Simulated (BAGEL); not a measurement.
# HF/6-31G(d) (density fitting with qzvpp-jkfit, spherical functions) run of [BF4]− (SMILES F[B-](F)(F)F)

What is the energy change on altering one bond length of [BF4]− at HF/6-31G* (density fitting with qzvpp-jkfit, spherical functions)? 

The calculation is run with BAGEL 1.2.2.

3 further runs of the same task are left out: 1 that didn't finish, 2 set aside as unsound or not needed.

### 1 The molecule

[BF4]−: 5 atoms, total charge -1, spin state singlet. As SMILES, `F[B-](F)(F)F`. The coordinates come from a GFN2-xTB relaxation.

Bond lengths: B1–F2 1.390 Å, B1–F3 1.390 Å, B1–F4 1.390 Å, B1–F5 1.390 Å. Angles: F2–B1–F3 109.5°, F2–B1–F4 109.4°, F2–B1–F5 109.5°, F3–B1–F4 109.4°, F3–B1–F5 109.5°, F4–B1–F5 109.5°.

### 2 The energy at HF/6-31G(d) (density fitting with qzvpp-jkfit, spherical functions)

Input file job.json:

```json
{ "bagel": [

{
  "title": "molecule",
  "basis": "6-31gs.json",
  "df_basis": "qzvpp-jkfit",
  "angstrom": true,
  "geometry": [
    { "atom": "B", "xyz": [    0.000220,   -0.000290,   -0.000010 ] },
    { "atom": "F", "xyz": [    0.010510,   -0.018630,    1.389730 ] },
    { "atom": "F", "xyz": [    1.306820,    0.011170,   -0.473790 ] },
    { "atom": "F", "xyz": [   -0.662480,    1.138520,   -0.442770 ] },
    { "atom": "F", "xyz": [   -0.655070,   -1.130770,   -0.473170 ] }
  ]
},
{ "title": "hf", "charge": -1 },
{ "title": "print", "file": "orbitals.molden", "orbitals": true }

]}
```

The basis set 6-31G* is read from a file made from the Basis Set Exchange's data (not shown).

The run is started by

```bash
$ BAGEL_NUM_THREADS=1 BAGEL job.json > job.out
```

The program printed:

```text
* using 1 threads per process

  ===============================================================
  ===============================================================

  *** Geometry ***

  { "atom" : "B", "xyz" : [      0.000416,     -0.000548,     -0.000019 ] },
  { "atom" : "F", "xyz" : [      0.019861,     -0.035206,      2.626209 ] },
  { "atom" : "F", "xyz" : [      2.469532,      0.021108,     -0.895333 ] },
  { "atom" : "F", "xyz" : [     -1.251906,      2.151491,     -0.836714 ] },
  { "atom" : "F", "xyz" : [     -1.237903,     -2.136846,     -0.894162 ] },

  Number of auxiliary basis functions:      383

  Since a DF basis is specified, we compute 2- and 3-index integrals:
    o Being stored without compression. Storage requirement is 0.015 GB

  Number of basis functions:       70
  Number of electrons      :       41

    * METHOD: MOLECULE                             0.13

  *** RHF ***

  === Nuclear Repulsion ===
   181.8453382141

      * DIIS with orbital gradients will be used.

  === RHF iteration (6-31gs.json) ===
      0       -422.43396493          0.02765655           0.03
      1       -422.63856556          0.01626499           0.03
      2       -422.71892123          0.00086162           0.03
      3       -422.71929379          0.00013320           0.03
      4       -422.71930226          0.00002217           0.03
      5       -422.71930264          0.00000302           0.03
      6       -422.71930264          0.00000058           0.03
      7       -422.71930264          0.00000011           0.03
      8       -422.71930264          0.00000004           0.03
      9       -422.71930264          0.00000000           0.03
    * SCF iteration converged.

    * Permanent dipole moment:
           (   -0.000657,     0.001172,     0.000065) a.u.

    * METHOD: HF                                   0.40

    * METHOD: PRINT                                0.01

  ===============================================================
```

Wall time 0.66 s (1 thread of Arm Neoverse V1, shared host).

### 3 The distorted shape

Input file calc.json:

```json
{ "bagel" : [

{
  "title" : "molecule",
  "basis" : "6-31gs.json",
  "df_basis" : "qzvpp-jkfit",
  "angstrom" : true,
  "geometry" : [
    { "atom" : "B", "xyz" : [    0.199031,   -0.341935,    0.132819 ] },
    { "atom" : "F", "xyz" : [    0.209321,   -0.360275,    1.522559 ] },
    { "atom" : "F", "xyz" : [    1.505631,   -0.330475,   -0.340961 ] },
    { "atom" : "F", "xyz" : [   -0.662480,    1.138520,   -0.442770 ] },
    { "atom" : "F", "xyz" : [   -0.456259,   -1.472415,   -0.340341 ] }
  ]
},
{ "title" : "hf", "charge" : -1 },
{ "title" : "print", "file" : "orbitals.molden", "orbitals" : true }

]}
```

The basis set 6-31G* is read from a file made from the Basis Set Exchange's data (not shown).

The run is started by

```bash
$ BAGEL_NUM_THREADS=1 BAGEL calc.json > calc.out
```

The program printed:

```text
* using 1 threads per process

  ===============================================================
  ===============================================================

  *** Geometry ***

  { "atom" : "B", "xyz" : [      0.376114,     -0.646164,      0.250992 ] },
  { "atom" : "F", "xyz" : [      0.395559,     -0.680821,      2.877220 ] },
  { "atom" : "F", "xyz" : [      2.845230,     -0.624507,     -0.644323 ] },
  { "atom" : "F", "xyz" : [     -1.251906,      2.151491,     -0.836714 ] },
  { "atom" : "F", "xyz" : [     -0.862205,     -2.782461,     -0.643151 ] },

  Number of auxiliary basis functions:      383

  Since a DF basis is specified, we compute 2- and 3-index integrals:
    o Being stored without compression. Storage requirement is 0.015 GB

  Number of basis functions:       70
  Number of electrons      :       41

    * METHOD: MOLECULE                             0.13

  *** RHF ***

  === Nuclear Repulsion ===
   170.2920949672

      * DIIS with orbital gradients will be used.

  === RHF iteration (6-31gs.json) ===
      0       -422.34836362          0.02950042           0.04
      1       -422.55806843          0.01864102           0.03
      2       -422.66777089          0.00105984           0.03
      3       -422.66824711          0.00042311           0.03
      4       -422.66832666          0.00008431           0.03
      5       -422.66833009          0.00002053           0.03
      6       -422.66833049          0.00000821           0.03
      7       -422.66833056          0.00000129           0.03
      8       -422.66833056          0.00000053           0.03
      9       -422.66833056          0.00000015           0.03
     10       -422.66833056          0.00000004           0.03
     11       -422.66833056          0.00000001           0.03
     12       -422.66833056          0.00000000           0.03
    * SCF iteration converged.

    * Permanent dipole moment:
           (   -0.355320,     0.610624,    -0.236927) a.u.

    * METHOD: HF                                   0.50

    * METHOD: PRINT                                0.01

  ===============================================================
```

Run time: 0.76 s. Hardware: 1 thread of Arm Neoverse V1, shared host.

### 4 What came out

At HF/6-31G* (density fitting with qzvpp-jkfit, spherical functions):

| quantity | value |
| --- | --- |
| first shape: total energy | -422.71930 Eh |
| first shape: HOMO energy | -9.53 eV |
| first shape: LUMO energy | 17.31 eV |
| first shape: HOMO–LUMO gap (to an unbound level, set by the basis) | 26.83 eV |
| distorted shape: total energy | -422.66833 Eh |
| distorted shape: HOMO energy | -8.54 eV |
| distorted shape: LUMO energy | 14.26 eV |
| distorted shape: HOMO–LUMO gap (to an unbound level, set by the basis) | 22.81 eV |
| energy change with the B1–F4 bond stretched from 1.390 to 1.807 Å | 1.387 eV |

**Reading.** With the B1–F4 bond stretched from 1.390 to 1.807 Å the energy rises by 1.39 eV (32 kcal/mol). The first shape isn't relaxed at this level, so the change isn't measured from a minimum.
